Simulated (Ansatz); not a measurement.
Crystal: Ba2Tl5V3O12.

```
Ba V Tl O
1.0
     6.65272    0.04946    0.02017
     2.86070    8.36464    0.00384
     2.68279    2.46936    9.19569
Ba V Tl O
2 3 5 12
Direct
  0.80419 0.04665 0.02264
  0.21205 0.95157 0.34012
  0.74540 0.70796 0.33582
  0.25963 0.26599 0.03225
  0.04074 0.07695 0.66106
  0.25636 0.39847 0.35003
  0.58966 0.34866 0.60553
  0.57327 0.88069 0.66842
  0.74552 0.49664 0.11648
  0.11891 0.64206 0.74303
  0.28433 0.09717 0.54175
  0.85350 0.49575 0.34386
  0.40255 0.20448 0.17282
  0.88414 0.05377 0.55967
  0.14017 0.47956 0.98899
  0.54627 0.73631 0.48712
  0.90594 0.24279 0.73262
  0.61543 0.80058 0.18857
  0.05538 0.16451 0.10164
  0.08209 0.90404 0.80708
  0.44178 0.20123 0.89187
  0.94269 0.80417 0.30862
```

The cell was built by a generator and needn't be a form met in nature.

* Program: Ansatz 0.2.0
* Task: single point
* Functional: PBE
* Potentials or basis: Ansatz PAW
* Cutoff: 420 eV (not typed: the program's choice for these potentials)
* k mesh: 5 × 4 × 3
* Occupations: fermi-dirac, width 0.05 eV
* Spin: collinear spin, ferromagnetic start
* Starting moments: [0.0, 0.0, 2.0, 2.0, 2.0, 0.0, 0.0, 0.0, 0.0, 0.0, 0.0, 0.0, 0.0, 0.0, 0.0, 0.0, 0.0, 0.0, 0.0, 0.0, 0.0, 0.0] μB

On this cell: pressure 0.0 GPa; largest force 0.011 eV/Å; net moment 0.00 μB per cell; band gap on the k mesh 2.90 eV, indirect (least direct gap 3.01 eV).

The same run follows on a disturbed copy (atoms moved at random, drawn with an rms of 0.05 Å):

```
Ba V Tl O
1.0
     6.65272    0.04946    0.02017
     2.86070    8.36464    0.00384
     2.68279    2.46936    9.19569
Ba V Tl O
2 3 5 12
Direct
  0.80564 0.05061 0.02453
  0.21809 0.95023 0.33985
  0.73957 0.70344 0.33379
  0.24956 0.26935 0.03739
  0.03773 0.07870 0.66439
  0.25638 0.39371 0.35458
  0.58913 0.35669 0.60390
  0.58069 0.88072 0.66929
  0.75113 0.49941 0.11741
  0.12163 0.64312 0.74081
  0.27901 0.09590 0.54031
  0.85246 0.50058 0.34641
  0.39234 0.20054 0.17443
  0.88168 0.04986 0.56514
  0.14106 0.47519 0.99420
  0.55238 0.73686 0.48793
  0.89881 0.23812 0.73586
  0.61292 0.79987 0.19008
  0.04989 0.17029 0.10325
  0.07995 0.90568 0.80776
  0.43856 0.20081 0.89166
  0.93896 0.80230 0.31282
```

Question: What changes?

Answer: The energy moves by +22.3 meV/atom; pressure 1.5 GPa; largest force 3.990 eV/Å; net moment 0.00 μB per cell; band gap on the k mesh 2.82 eV, indirect (least direct gap 2.92 eV).

Forces on the atoms (eV/Å):
```
Ba  -0.350 -0.095  0.009
Ba  -0.319  0.013  0.186
V    2.452  2.960  1.070
V    1.408 -2.574 -2.187
V   -0.272 -1.606 -0.950
Tl   0.094 -0.013 -0.003
Tl  -0.115 -0.146  0.235
Tl  -0.096  0.073 -0.087
Tl  -0.326 -0.072 -0.119
Tl   0.055  0.079  0.099
O    0.296  0.184  0.009
O   -0.019 -2.368  0.014
O    0.921  0.152  0.953
O    0.003  0.104 -0.069
O   -0.263  2.039 -0.446
O   -0.612 -0.116  0.226
O    0.056  1.473  0.490
O   -0.826  0.120 -1.068
O   -1.098 -0.353  0.468
O    0.112 -0.258  0.419
O   -0.457  0.803  0.965
O   -0.644 -0.399 -0.213
```

Stress tensor (GPa, compression positive):
```
 0.93 -0.27  0.44
-0.27  2.72 -0.56
 0.44 -0.56  0.78
```

Caveats: odd divisions of the mesh miss points on the zone boundary, where band edges often lie, so the gap on the mesh can be too wide; spin-orbit coupling is left out, which as a rule narrows the gap of such compounds by several tenths of an eV; the starting moments weren't kept.

A k mesh can miss the band edges.
